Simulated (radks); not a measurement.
# Nb²⁺ with its nuclear charge varied continuously

An exercise on one series of results from a longer session: the logs are not shown, and one member is left open.

Method: scalar-relativistic Kohn-Sham, PBEsol, spin-polarised, spherical densities, point nucleus; open shells are filled with parallel spins first. Code: radks (a radial shooting solver on a logarithmic mesh, Libxc functionals) version 1.

## The atom as given

```
element       : niobium (Z = 41)
charge        : +2
electrons     : 39
configuration : [Kr] 4d3
```

The outer shells:

Nb²⁺
```
[Kr] core
4d [↑ ][↑ ][↑ ][  ][  ]
```

The first run:

Settings of this run:

```text
Z 41
configuration [Kr] 4d3
relativity scalar-relativistic
functional pbe_sol,pbe_sol
spin polarised
nucleus point
c 137.035999084
```

Steps of the session up to this table: Z = 41.

One table of the session follows, with a row left open; its other results are not shown here.

It belongs to the step «Z = 41». From the orbitals of this run (lengths in bohr):

```
  level     <r>  outermost maximum (interpolated)  90 % within  nodes
  3d up  0.4332                             0.334        0.695      0
3d down       ?                                 ?            ?      ?
  4s up   1.158                              1.03         1.69      3
4s down   1.151                              1.03         1.68      3
  4p up   1.295                              1.12         1.92      2
4p down   1.285                              1.12         1.91      2
  4d up   1.840                              1.45         2.88      1
4d down   1.850                              1.43         2.92      1
```

Q: Estimate the row for 3d down from the others.

As computed: <r>: 0.4330; outermost maximum (interpolated): 0.334; 90 % within: 0.694; nodes: 0. In the column «<r>» it is the lowest.

Caveats from the session: At Z = 41 the central difference of E is -224.222 hartree, against -223.733 from the Hellmann-Feynman theorem; the scalar-relativistic energy here is not variational, so the two differ by a part that grows with Z.
